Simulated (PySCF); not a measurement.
# C₅H₅FO₂: a tour of settings

Aim: see how C₅H₅FO₂ (`COC1=C(F)CC1=O`) answers to the choice of functional, basis, grid and SCF options.

Computed with PySCF 2.14.0, with density-fitted response routines of our own, on a single molecule, in the gas phase or a continuum. Atoms are numbered from 0 throughout.

## Step 1: The starting structure

13 atoms, charge 0, multiplicity 1; geometry from: GFN2-xTB.

Bonds of the start (Å): C0–O1 1.42, O1–C2 1.34, C2–C3 1.35, C3–F4 1.33, C3–C5 1.51, C5–C6 1.55, C6–O7 1.20, C6–C2 1.48, C0–H8 1.09, C0–H9 1.09, C0–H10 1.09, C5–H11 1.09, C5–H12 1.09.

## Step 2: NMR shieldings: PBE0/pcSseg-1

What the job is given:

```
{"job": {"kind": "nmr", "xc": "PBE0", "basis": "pcSseg-1", "pop": false, "scf": {"aux": "def2-universal-jkfit"}}, "charge": 0, "multiplicity": 1}
C     -2.236540     0.315881     0.058685
O     -1.217027    -0.050247     0.974482
C      0.018259    -0.111971     0.462253
C      1.232052    -0.411421     0.970983
F      1.665022    -0.760750     2.175947
C      2.015101    -0.226524    -0.303694
C      0.617778     0.115728    -0.873940
O      0.216524     0.431839    -1.956079
H     -3.161570     0.316872     0.630620
H     -2.055663     1.310671    -0.355084
H     -2.307604    -0.403815    -0.760211
H      2.477191    -1.119670    -0.723482
H      2.732088     0.593892    -0.318209
```

With the program's defaults for keys left out, this is: GIAO PBE0/pcSseg-1 NMR shielding, non-relativistic, gas phase.

On the command line:

```sh
OMP_NUM_THREADS=1 python probes_run.py task.json out
```

One launch serves the whole session: the jobs run in the order shown.

Standard output:

```text
final grid: 116920 points
cycle   1  E = -443.0517135135  dE =  1.570e+00  |g| = 9.712e-01  |ddm| = 3.430e+00
cycle   2  E = -442.3408137968  dE =  7.109e-01  |g| = 2.119e+00  |ddm| = 2.652e+00
cycle   3  E = -443.2216991715  dE = -8.809e-01  |g| = 2.043e-01  |ddm| = 2.073e+00
cycle   4  E = -443.2285353955  dE = -6.836e-03  |g| = 1.129e-01  |ddm| = 2.636e-01
cycle   5  E = -443.2307357612  dE = -2.200e-03  |g| = 3.017e-02  |ddm| = 1.059e-01
cycle   6  E = -443.2309133871  dE = -1.776e-04  |g| = 8.731e-03  |ddm| = 2.840e-02
cycle   7  E = -443.2309298456  dE = -1.646e-05  |g| = 2.812e-03  |ddm| = 8.327e-03
cycle   8  E = -443.2309311375  dE = -1.292e-06  |g| = 1.110e-03  |ddm| = 2.785e-03
cycle   9  E = -443.2309314083  dE = -2.708e-07  |g| = 3.521e-04  |ddm| = 1.298e-03
cycle  10  E = -443.2309314360  dE = -2.768e-08  |g| = 5.984e-05  |ddm| = 4.519e-04
cycle  11  E = -443.2309314367  dE = -6.743e-10  |g| = 3.192e-05  |ddm| = 8.082e-05
cycle  12  E = -443.2309314369  dE = -2.119e-10  |g| = 1.008e-05  |ddm| = 2.614e-05
converged SCF energy = -443.2309314369

GIAO shielding tensors (ppm)
atom      isotropic    diamagn.    paramagn.     s11        s22        s33       span
  0 C      127.617     245.100    -117.483     99.557    102.349    180.946     81.389
  1 O      242.241     395.966    -153.725    132.574    290.285    303.864    171.290
  2 C       50.540     257.958    -207.417    -24.437     86.522     89.536    113.973
  3 C       18.258     253.057    -234.798    -70.273     53.389     71.658    141.931
  4 F      264.476     470.709    -206.233    159.866    200.435    433.128    273.263
  5 C      141.224     258.057    -116.833    119.027    147.358    157.287     38.260
  6 C        2.924     251.469    -248.545    -94.128     11.990     90.910    185.038
  7 O     -229.754     400.472    -630.227   -733.186   -329.287    373.211   1106.397
  8 H       27.891      28.050      -0.158     24.124     25.989     33.560      9.436
  9 H       27.477      29.729      -2.252     24.335     25.550     32.546      8.211
 10 H       27.479      29.729      -2.250     24.341     25.551     32.546      8.205
 11 H       28.671      29.299      -0.628     25.863     27.220     32.929      7.066
 12 H       28.673      29.298      -0.624     25.865     27.220     32.934      7.069
```

It took 21 s on 1 thread of Intel Xeon Platinum 8488C, shared host; peak memory 0.69 GiB.

The references, computed at this level on geometries of the same kind, shield at (ppm): 1H TMS 31.72, 13C TMS 186.9, 19F CFCl3 170.9, 17O H2O 336.1. Their shielding less the atom's gives the shift. The references are single molecules in the gas phase, so shifts against H2O, NH3, PH3, H3PO4 or CFCl3 are not on the usual liquid scales and can be off by tens of ppm. Atoms listed in one row are averaged.

```
      atoms                              environment  σ (ppm)  δ (ppm)  δ scaled to CDCl3
         C6                   ketone carbonyl carbon      2.9    184.0              177.7
         C3   β carbon of a C=C–C=O unit bonded to F     18.3    168.7              162.7
         C2             alkene carbon bearing oxygen     50.5    136.4              131.2
         C0                methyl carbon bonded to O    127.6     59.3               56.0
         C5                  sp3 CH2 α to a carbonyl    141.2     45.7               42.7
H8, H9, H10  hydrogen on a methyl carbon bonded to O    27.62     4.10               3.97
   H11, H12   hydrogen on an sp3 CH2 α to a carbonyl    28.67     3.05               2.98
         O7                            ketone oxygen   -229.8    565.8                  –
         O1                             ether oxygen    242.2     93.8                  –
         F4                         vinylic fluorine    264.5    -93.5                  –
```

The scaled column applies a straight-line fit of computed shieldings to shifts measured in CDCl3; 19F shifts take a fit of their own (root-mean-square error 0.16 ppm for H, 1.9 ppm for C).

Ring of atoms C2, C3, C5, C6: NICS(0) -7.0, NICS(1) -2.9, NICS(1)zz 0.5 ppm (means of both faces).

## Step 3: NMR shieldings: BHandHLYP/pcSseg-1

Same as in step 2 but for these lines:

```diff
@@ -1,2 +1,2 @@
-{"job": {"kind": "nmr", "xc": "PBE0", "basis": "pcSseg-1", "pop": false, "scf": {"aux": "def2-universal-jkfit"}}, "charge": 0, "multiplicity": 1}
+{"job": {"kind": "nmr", "xc": "BHandHLYP", "basis": "pcSseg-1", "pop": true}, "charge": 0, "multiplicity": 1}
 C     -2.236540     0.315881     0.058685
```

Level: GIAO BHandHLYP/pcSseg-1 NMR shielding, non-relativistic, gas phase.

Standard output:

```text
coarse grid: 11792 points
cycle   1  E = -443.2161790833  dE =  1.791e+00  |g| = 9.874e-01  |ddm| = 3.402e+00
cycle   2  E = -442.9305169241  dE =  2.857e-01  |g| = 1.603e+00  |ddm| = 1.958e+00
cycle   3  E = -443.4075390204  dE = -4.770e-01  |g| = 1.190e-01  |ddm| = 1.364e+00
cycle   4  E = -443.4097330618  dE = -2.194e-03  |g| = 7.776e-02  |ddm| = 1.378e-01
cycle   5  E = -443.4107603314  dE = -1.027e-03  |g| = 1.337e-02  |ddm| = 6.524e-02
cycle   6  E = -443.4108035467  dE = -4.322e-05  |g| = 5.241e-03  |ddm| = 1.503e-02
cycle   7  E = -443.4108109468  dE = -7.400e-06  |g| = 1.626e-03  |ddm| = 7.867e-03
final grid: 116920 points
cycle   8  E = -443.4689711497  dE = -1.670e-05  |g| = 4.453e-03  |ddm| = 1.258e-02
cycle   9  E = -443.4689686929  dE =  2.457e-06  |g| = 5.974e-03  |ddm| = 6.338e-03
cycle  10  E = -443.4689751747  dE = -6.482e-06  |g| = 6.336e-04  |ddm| = 4.071e-03
cycle  11  E = -443.4689752568  dE = -8.210e-08  |g| = 2.284e-04  |ddm| = 5.303e-04
cycle  12  E = -443.4689752680  dE = -1.123e-08  |g| = 8.464e-05  |ddm| = 3.494e-04
cycle  13  E = -443.4689752698  dE = -1.751e-09  |g| = 2.556e-05  |ddm| = 8.715e-05
cycle  14  E = -443.4689752700  dE = -2.303e-10  |g| = 1.117e-05  |ddm| = 5.437e-05
converged SCF energy = -443.4689752700

GIAO shielding tensors (ppm)
atom      isotropic    diamagn.    paramagn.     s11        s22        s33       span
  0 C      128.231     243.507    -115.276    101.636    103.511    179.547     77.911
  1 O      256.383     397.109    -140.726    152.155    300.106    316.889    164.734
  2 C       47.501     257.389    -209.888    -31.731     86.603     87.631    119.362
  3 C       16.248     253.261    -237.014    -80.140     54.153     74.731    154.871
  4 F      287.854     471.712    -183.858    186.917    236.634    440.010    253.092
  5 C      141.917     257.215    -115.297    120.100    147.115    158.537     38.437
  6 C       -1.577     251.130    -252.707   -104.768      7.098     92.940    197.708
  7 O     -237.776     401.057    -638.833   -739.755   -349.723    376.151   1115.906
  8 H       28.057      28.066      -0.009     24.161     26.178     33.832      9.671
  9 H       27.731      29.734      -2.003     24.568     25.812     32.812      8.243
 10 H       27.732      29.734      -2.001     24.573     25.812     32.811      8.238
 11 H       28.846      29.283      -0.437     25.947     27.353     33.239      7.292
 12 H       28.849      29.282      -0.433     25.949     27.352     33.245      7.295
```

Wall time 25 s (1 thread of Intel Xeon Platinum 8488C, shared host); peak memory 0.79 GiB.

In short: δ C6 188.2, C3 170.3, C2 139.1, C0 58.3, H8 4.06, H11 3.05 ppm (means over like atoms).

## Step 4: TDDFT and polarisability: PBE0/cc-pVDZ in acetonitrile

Same as in step 3 but for these lines:

```diff
@@ -1,2 +1,2 @@
-{"job": {"kind": "nmr", "xc": "BHandHLYP", "basis": "pcSseg-1", "pop": true}, "charge": 0, "multiplicity": 1}
+{"job": {"kind": "uv", "xc": "PBE0", "basis": "cc-pVDZ", "solvent": "acetonitrile", "nstates": 1, "ntriplets": 2, "tda": false, "scf": {"conv": 1e-06}, "grid": 4}, "charge": 0, "multiplicity": 1}
 C     -2.236540     0.315881     0.058685
```

With the program's defaults for keys left out, this is: TDDFT PBE0/cc-pVDZ, vertical, IEF-PCM acetonitrile (non-equilibrium linear response), core orbitals frozen in the response.

Standard output:

```text
final grid: 306936 points
cycle   1  E = -443.1431367927  dE =  1.580e+00  |g| = 9.388e-01  |ddm| = 6.884e+00
cycle   2  E = -442.6382663547  dE =  5.049e-01  |g| = 1.846e+00  |ddm| = 3.405e+00
cycle   3  E = -443.3067399956  dE = -6.685e-01  |g| = 1.592e-01  |ddm| = 2.309e+00
cycle   4  E = -443.3115510306  dE = -4.811e-03  |g| = 7.079e-02  |ddm| = 3.188e-01
cycle   5  E = -443.3124442606  dE = -8.932e-04  |g| = 1.989e-02  |ddm| = 1.107e-01
cycle   6  E = -443.3125221940  dE = -7.793e-05  |g| = 5.220e-03  |ddm| = 3.296e-02
cycle   7  E = -443.3125272539  dE = -5.060e-06  |g| = 1.334e-03  |ddm| = 8.372e-03
cycle   8  E = -443.3125276526  dE = -3.987e-07  |g| = 4.899e-04  |ddm| = 2.541e-03
converged SCF energy = -443.3125276526

Static polarisability (au): isotropic 71.972, principal 45.017 74.661 96.237

Singlet excitations
state   eV       nm        f      main configurations
  1   4.3288    286.4   0.00004   H-1->L 0.98

Triplet excitations (Tamm-Dancoff, eV): 3.3592 3.8397
```

It took 35 s on 1 thread of Intel Xeon Platinum 8488C, shared host; peak memory 0.89 GiB.

Frontier orbitals and where they lie:

```
orbital      eV                      atoms
 HOMO−3  -10.18   O1 32 %, C0 24 %, H8 9 %
 HOMO−2   -9.86  O1 27 %, C0 22 %, C2 18 %
 HOMO−1   -7.32  O7 52 %, C6 14 %, C5 13 %
   HOMO   -6.74  O1 26 %, C3 25 %, C2 20 %
   LUMO   -0.93  C6 34 %, C3 31 %, O7 20 %
 LUMO+1    1.89  C2 31 %, C6 18 %, C3 11 %
 LUMO+2    2.32  C0 15 %, C3 14 %, H9 12 %
```

Ground-state properties from the same run:

```
           property  computed
  dipole moment (D)      0.76
polarisability (Å³)     10.67
 HOMO–LUMO gap (eV)      5.81
      −ε(HOMO) (eV)      6.74
```

## Step 5: TDDFT and polarisability: HF/def2-SVPD

Same as in step 4 but for these lines:

```diff
@@ -1,2 +1,2 @@
-{"job": {"kind": "uv", "xc": "PBE0", "basis": "cc-pVDZ", "solvent": "acetonitrile", "nstates": 1, "ntriplets": 2, "tda": false, "scf": {"conv": 1e-06}, "grid": 4}, "charge": 0, "multiplicity": 1}
+{"job": {"kind": "uv", "xc": "HF", "basis": "def2-SVPD", "nstates": 25, "ntriplets": 2, "tda": false, "scf": {"guess": "vsap"}}, "charge": 0, "multiplicity": 1}
 C     -2.236540     0.315881     0.058685
```

Level: TDDFT HF/def2-SVPD, vertical, gas phase, core orbitals frozen in the response.

Standard output:

```text
final grid: 116920 points
cycle   1  E = -440.6436791836  dE = -9.474e-01  |g| = 1.287e+00  |ddm| = 7.892e+00
cycle   2  E = -440.8638150122  dE = -2.201e-01  |g| = 8.684e-01  |ddm| = 4.743e+00
cycle   3  E = -441.0153695113  dE = -1.516e-01  |g| = 1.178e-01  |ddm| = 1.308e+00
cycle   4  E = -441.0182090011  dE = -2.839e-03  |g| = 3.322e-02  |ddm| = 2.304e-01
cycle   5  E = -441.0186228222  dE = -4.138e-04  |g| = 1.309e-02  |ddm| = 1.645e-01
cycle   6  E = -441.0186831611  dE = -6.034e-05  |g| = 4.675e-03  |ddm| = 3.586e-02
cycle   7  E = -441.0186983136  dE = -1.515e-05  |g| = 1.390e-03  |ddm| = 2.591e-02
cycle   8  E = -441.0187003792  dE = -2.066e-06  |g| = 5.690e-04  |ddm| = 9.235e-03
cycle   9  E = -441.0187006288  dE = -2.496e-07  |g| = 1.934e-04  |ddm| = 2.895e-03
cycle  10  E = -441.0187006571  dE = -2.836e-08  |g| = 5.948e-05  |ddm| = 1.067e-03
cycle  11  E = -441.0187006592  dE = -2.033e-09  |g| = 2.774e-05  |ddm| = 2.197e-04
cycle  12  E = -441.0187006595  dE = -3.013e-10  |g| = 9.145e-06  |ddm| = 7.183e-05
converged SCF energy = -441.0187006595

Static polarisability (au): isotropic 61.268, principal 43.623 61.828 78.353

Singlet excitations
state   eV       nm        f      main configurations
  1   5.1513    240.7   0.00017   H-1->L+1 0.82
  2   6.3462    195.4   0.26170   H->L+1 0.94
  3   7.0851    175.0   0.01880   H->L 0.71, H->L+4 0.09
  4   8.7235    142.1   0.01538   H->L+2 0.53, H->L+3 0.24
  5   8.8474    140.1   0.00009   H->L+3 0.49, H->L+2 0.21
  6   8.9138    139.1   0.17363   H->L+5 0.44, H->L+13 0.17, H-1->L 0.14
  7   8.9887    137.9   0.09091   H-1->L 0.53, H->L+5 0.12, H-1->L+4 0.11
  8   9.2825    133.6   0.00004   H-5->L+1 0.36, H-1->L+13 0.20
  9   9.5129    130.3   0.00011   H->L+4 0.53, H->L 0.15, H->L+6 0.09
 10   9.5419    129.9   0.08182   H->L+5 0.33, H->L+8 0.26, H->L+13 0.19
 11   9.7973    126.5   0.02543   H->L+6 0.59, H->L+4 0.11
 12   9.9503    124.6   0.00004   H-6->L+1 0.31, H-4->L+1 0.18, H-5->L+1 0.10
 13   9.9814    124.2   0.13742   H-3->L+1 0.37, H-1->L+3 0.13, H-2->L+1 0.11
 14  10.1482    122.2   0.01142   H->L+7 0.56, H->L+10 0.09
 15  10.2189    121.3   0.01446   H-1->L+3 0.42, H-1->L+2 0.23, H-1->L+7 0.09
 16  10.3050    120.3   0.00259   H-1->L+5 0.21, H-6->L+1 0.17, H-5->L+1 0.16
 17  10.3875    119.4   0.01640   H->L+10 0.29, H->L+12 0.10, H->L+3 0.09
 18  10.4936    118.2   0.10871   H-1->L+2 0.49, H-1->L+3 0.16, H-3->L+1 0.09
 19  10.5300    117.7   0.00034   H-7->L+1 0.26, H-1->L+5 0.25, H-4->L+1 0.08
 20  10.8915    113.8   0.00981   H->L+9 0.45, H->L+8 0.29
 21  10.9312    113.4   0.02781   H->L+9 0.38, H->L+13 0.14, H->L+8 0.13
 22  11.0711    112.0   0.03295   H->L+12 0.26, H->L+11 0.22, H->L+19 0.09
 23  11.1049    111.6   0.08741   H-1->L+4 0.32, H-1->L+6 0.13, H-1->L 0.10
 24  11.1852    110.8   0.00117   H->L+11 0.41, H->L+10 0.10, H->L+12 0.09
 25  11.2045    110.7   0.00865   H-1->L+6 0.27, H-1->L+4 0.18, H-4->L 0.12

Triplet excitations (Tamm-Dancoff, eV): 3.4504 4.6922
```

Run time: 25 s. Hardware: 1 thread of Intel Xeon Platinum 8488C, shared host; peak memory 0.86 GiB.

This run: HOMO -9.97 eV, LUMO 2.38 eV; lowest singlet 5.15 eV.

## Step 6: Ultraviolet spectrum: OLYP/def2-SVPD

Same as in step 5 but for these lines:

```diff
@@ -1,2 +1,2 @@
-{"job": {"kind": "uv", "xc": "HF", "basis": "def2-SVPD", "nstates": 25, "ntriplets": 2, "tda": false, "scf": {"guess": "vsap"}}, "charge": 0, "multiplicity": 1}
+{"job": {"kind": "uv", "xc": "OLYP", "basis": "def2-SVPD", "nstates": 3, "ntriplets": 0, "tda": true, "grid": 4}, "charge": 0, "multiplicity": 1}
 C     -2.236540     0.315881     0.058685
```

Method: TDA OLYP/def2-SVPD, vertical, gas phase, core orbitals frozen in the response.

Standard output:

```text
coarse grid: 11792 points
cycle   1  E = -443.0546933891  dE =  1.291e+00  |g| = 9.841e-01  |ddm| = 6.347e+00
cycle   2  E = -441.4310850016  dE =  1.624e+00  |g| = 2.840e+00  |ddm| = 1.076e+01
cycle   3  E = -443.2063004001  dE = -1.775e+00  |g| = 4.185e-01  |ddm| = 1.035e+01
cycle   4  E = -443.2357199328  dE = -2.942e-02  |g| = 2.568e-01  |ddm| = 1.110e+00
cycle   5  E = -443.2487406476  dE = -1.302e-02  |g| = 1.093e-01  |ddm| = 4.855e-01
cycle   6  E = -443.2514965690  dE = -2.756e-03  |g| = 2.735e-02  |ddm| = 1.908e-01
cycle   7  E = -443.2516613620  dE = -1.648e-04  |g| = 1.251e-02  |ddm| = 5.018e-02
cycle   8  E = -443.2516923935  dE = -3.103e-05  |g| = 2.500e-03  |ddm| = 2.068e-02
cycle   9  E = -443.2516935363  dE = -1.143e-06  |g| = 1.125e-03  |ddm| = 6.660e-03
final grid: 306936 points
cycle  10  E = -443.3351630486  dE =  1.010e-04  |g| = 3.431e-02  |ddm| = 3.403e-01
cycle  11  E = -443.3333334015  dE =  1.830e-03  |g| = 9.850e-02  |ddm| = 1.743e-01
cycle  12  E = -443.3353541204  dE = -2.021e-03  |g| = 1.283e-02  |ddm| = 1.410e-01
cycle  13  E = -443.3353936646  dE = -3.954e-05  |g| = 1.474e-03  |ddm| = 2.019e-02
cycle  14  E = -443.3353940478  dE = -3.832e-07  |g| = 6.178e-04  |ddm| = 2.647e-03
cycle  15  E = -443.3353941439  dE = -9.611e-08  |g| = 2.483e-04  |ddm| = 1.339e-03
cycle  16  E = -443.3353941577  dE = -1.384e-08  |g| = 4.986e-05  |ddm| = 3.570e-04
cycle  17  E = -443.3353941581  dE = -4.219e-10  |g| = 2.653e-05  |ddm| = 1.069e-04
converged SCF energy = -443.3353941581

Static polarisability (au): isotropic 68.154, principal 46.154 71.513 86.796

Singlet excitations
state   eV       nm        f      main configurations
  1   3.9833    311.3   0.00003   H-1->L 1.00
  2   4.8148    257.5   0.08611   H->L 0.84
  3   5.3452    232.0   0.00298   H->L+1 1.00
```

It took 57 s on 1 thread of Intel Xeon Platinum 8488C, shared host; peak memory 0.73 GiB.

Key values: HOMO -5.88 eV, LUMO -2.14 eV; lowest singlet 3.98 eV.

## Step 7: Run by run: NMR shifts

Shifts (ppm) of some atoms, chosen among heavy atoms and hydrogens apart, means over like atoms, with basis size and wall time:

```
               run     C6     C2    H8   H11     O7    O1     F4  functions  time
     PBE0/pcSseg-1  184.0  136.4  4.10  3.05  565.8  93.8  -93.5        161  21 s
BHandHLYP/pcSseg-1  188.2  139.1  4.06  3.05  574.1  79.9  -89.3        161  25 s
```

## Step 8: Side by side: electronic excitations

Excitations and ground-state properties, with basis size and wall time:

```
                         run  lowest singlet (eV)  brightest (eV)      f  gap (eV)  α (Å³)  μ (D)  functions  time
PBE0/cc-pVDZ in acetonitrile                 4.33            4.33  0.000      5.81   10.67   0.76        137  35 s
                HF/def2-SVPD                 5.15            6.35  0.262     12.35    9.08   0.54        209  25 s
              OLYP/def2-SVPD                 3.98            4.81  0.086      3.74   10.10   0.81        209  57 s
```

## Step 9: What came out

| quantity | value |
| --- | --- |
| 13C shifts against TMS (PBE0/pcSseg-1) | 184.0, 168.7, 136.4, 59.3, 45.7 ppm |
| 1H shifts against TMS (PBE0/pcSseg-1, means over atoms taken as alike) | 4.10, 3.05 ppm |
| 17O shifts against H2O (PBE0/pcSseg-1) | 565.8, 93.8 ppm |
| 19F shifts against CFCl3 (PBE0/pcSseg-1) | -93.5 ppm |
| lowest singlet (PBE0/cc-pVDZ) | 4.33 eV (286 nm), f = 0.000 |
| lowest triplet | 3.36 eV |
| range of the shift of O1 | 79.9 to 93.8 ppm |
| range of the lowest singlet | 3.98 to 5.15 eV |

In words: Single values in the summary come from the first sound run of each kind (PBE0/pcSseg-1; PBE0/cc-pVDZ), which need not be the best level. The most deshielded carbon is C6 (ketone carbonyl carbon), at 184.0 ppm: low-lying n→π* states of the double bond to the heteroatom give a large paramagnetic term (-249 ppm). The most deshielded hydrogen is H8, H9, H10 (mean) (hydrogen on a methyl carbon bonded to O), at 4.10 ppm: its carbon carries O, which withdraws density. At PBE0/pcSseg-1: Shielding is most anisotropic at O7 (span 1106 ppm, paramagnetic term -630 ppm). The lowest singlet, at 4.33 eV, is HOMO−1→LUMO 0.98 and is dark. The lowest triplet lies 0.97 eV below the lowest singlet (triplets in Tamm-Dancoff, singlets in full TDDFT). In ppm, O1 moves most: its shift spreads over 13.9 ppm, from 79.9 (BHandHLYP/pcSseg-1) to 93.8 (PBE0/pcSseg-1). The lowest singlet runs from 3.98 eV (OLYP/def2-SVPD) to 5.15 eV (HF/def2-SVPD), while the orbital gap spans 3.74 to 12.35 eV. Some runs use the Tamm-Dancoff approximation and others full TDDFT, which shifts states apart from functional and basis. The lowest state need not be the same one in every run. The runs solved for a few states only, so the brightest column depends on that window.
